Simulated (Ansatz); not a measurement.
# C2H11NOSi2: a dynamics run in two tries

Aim: a short trajectory for this system. SMILES of the start: CN(C)[SiH2]O[SiH3].

Program: Ansatz 0.2.0. Level of theory: RHF/6-31G*. These are calculated values, not measurements.

### Step 1. The system as given

Bond lengths (14 of 16 bonds, heavy atoms first): Si1–N3 1.710 Å, N3–C4 1.448 Å, N3–C8 1.448 Å, Si1–O13 1.636 Å, O13–Si14 1.625 Å, Si1–H2 1.472 Å, C4–H5 1.083 Å, C4–H6 1.090 Å, C4–H7 1.087 Å, C8–H9 1.090 Å, C8–H10 1.083 Å, C8–H11 1.087 Å, Si1–H12 1.470 Å, Si14–H15 1.476 Å. Angles (14 of 28 angles, heavy atoms first): N3–Si1–O13 114.5°, Si1–N3–C4 121.9°, Si1–N3–C8 122.1°, C4–N3–C8 113.3°, Si1–O13–Si14 163.3°, H2–Si1–N3 107.8°, H2–Si1–O13 107.6°, N3–Si1–H12 107.6°, H12–Si1–O13 107.4°, N3–C4–H5 110.6°, N3–C4–H6 112.2°, N3–C4–H7 110.5°, N3–C8–H9 112.2°, N3–C8–H10 110.6°.

Structure file:

```xyz
17

Si    0.3447   -0.0733    0.6446
H     0.6754   -0.5691    1.9907
N     1.8021    0.0421   -0.2424
C     2.8362   -0.9674   -0.1510
H     2.7364   -1.5331    0.7677
H     2.8009   -1.6687   -0.9843
H     3.8198   -0.5044   -0.1480
C     1.9270    0.8870   -1.4121
H     1.8335    0.3220   -2.3393
H     1.1636    1.6557   -1.4099
H     2.8951    1.3823   -1.4208
H    -0.2605    1.2662    0.6840
O    -0.7618   -1.0926    0.0006
Si   -1.9092   -2.2284   -0.1848
H    -1.9342   -3.1352    0.9797
H    -3.2348   -1.5968   -0.3202
H    -1.6333   -3.0217   -1.3965
```

### Step 2. First try

Input file input.yaml:

```yaml
crystal:
  periodic: [false, false, false]
  atoms:
    - { symbol: Si, position_ang: [0.344661, -0.073293, 0.64465] }
    - { symbol: H, position_ang: [0.675391, -0.569124, 1.990749] }
    - { symbol: "N", position_ang: [1.802055, 0.042128, -0.242355] }
    - { symbol: C, position_ang: [2.836158, -0.967372, -0.150983] }
    - { symbol: H, position_ang: [2.736354, -1.533054, 0.767654] }
    - { symbol: H, position_ang: [2.800912, -1.668745, -0.98426] }
    - { symbol: H, position_ang: [3.819777, -0.504406, -0.147965] }
    - { symbol: C, position_ang: [1.927035, 0.886973, -1.412059] }
    - { symbol: H, position_ang: [1.83347, 0.321973, -2.33926] }
    - { symbol: H, position_ang: [1.163572, 1.655724, -1.409875] }
    - { symbol: H, position_ang: [2.895074, 1.382302, -1.42079] }
    - { symbol: H, position_ang: [-0.260463, 1.26618, 0.684] }
    - { symbol: O, position_ang: [-0.7618, -1.092556, 0.000551] }
    - { symbol: Si, position_ang: [-1.909187, -2.228417, -0.184804] }
    - { symbol: H, position_ang: [-1.934249, -3.135219, 0.979748] }
    - { symbol: H, position_ang: [-3.23477, -1.59678, -0.320157] }
    - { symbol: H, position_ang: [-1.63329, -3.021714, -1.396544] }
basis:
  gaussian: { orbitals: "6-31G*" }
hamiltonian:
  xc: hf
md:
  timestep: 1.0
  n_steps: 25
  ensemble: nvt_nose_hoover
  temperature: 200.0
  initial_velocities: maxwell_boltzmann
  seed: 698390
  dt: 0.5
```

On the command line:

```sh
ansatz run input.yaml --threads 2 --pin off --max-ram 3072MiB --backend cpu --events-out ev --progress --plain --runs-dir out
```

Q: Predict the outcome of this session. Wanted: first try.

The runs gave:

| quantity | value |
| --- | --- |
| first try | refused |
| cause | one key bears a name from other programs (dt, n_images) that this one doesn't know |

**Reading.** The fault in the first input was caught at the input check and cost nothing.
